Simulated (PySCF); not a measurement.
# Changing the system itself: KCd

How does KCd answer to another spin, charge, distance or environment?

Program: PySCF 2.14.0. Level of theory: method and basis as typed in the scripts. These are calculated values, not measurements.

3 further runs of the same task are left out: 3 that didn't finish.

## Step 1: The system as given

KCd: 2 atoms, charge 0, spin multiplicity 2.

No contacts short enough for the rule that draws bonds.

## Step 2: The run that the others are compared with

input.py reads:

```python
from pyscf import gto, dft
from pyscf.geomopt.geometric_solver import optimize

mol = gto.M(
    atom='K 0 0 0; Cd 0 0 3.512',
    basis='sto-3g',
    charge=0,
    spin=1,
    verbose=4,
)
mf = dft.ROKS(mol, xc='b3lyp')
mf.kernel()
g = mf.nuc_grad_method()
g.grid_response = True
mol_eq = optimize(g.as_scanner(), maxsteps=30)
print('optimised geometry (angstrom)')
print(mol_eq.tostring('raw'))
print('orbital energies (hartree):', mf.mo_energy[..., max(0, mol.nelec[1]-3):mol.nelec[0]+3].round(4))
```

Run with:

```sh
> OMP_NUM_THREADS=1 python input.py
```

## Step 3: Bond 3.091 Å

Variant 1 changes bond length: 3.512 Å → 3.091 Å.

input.py: that of step 2 with these lines changed.

```diff
@@ -4,3 +4,3 @@
 mol = gto.M(
-    atom='K 0 0 0; Cd 0 0 3.512',
+    atom='K 0 0 0; Cd 0 0 3.091',
     basis='sto-3g',
```

## Step 4: Bond 2.81 Å

Variant 2 changes bond length: 3.512 Å → 2.81 Å.

input.py: that of step 2 with these lines changed.

```diff
@@ -4,3 +4,3 @@
 mol = gto.M(
-    atom='K 0 0 0; Cd 0 0 3.512',
+    atom='K 0 0 0; Cd 0 0 2.81',
     basis='sto-3g',
```

What does the calculation give? Wanted: for each run, E(SCF); from base; after the SCF.

As calculated:

| run | E(SCF) (hartree) | from base (eV) | cycles | after the SCF |
| --- | --- | --- | --- | --- |
| base | -6007.238033 | 0 | 11 | bond 3.083 Å, -0.172 eV |
| bond 3.091 Å | -6007.244339 | -0.1716 | 12 | bond 3.083 Å, 0.000 eV |
| bond 2.81 Å | -6007.239631 | -0.0435 | 11 | bond 3.083 Å, -0.128 eV |

SCF columns refer to the geometry typed in the script.

The largest comparable shift of the SCF energy, -0.172 eV, comes with the run “bond 3.091 Å”.
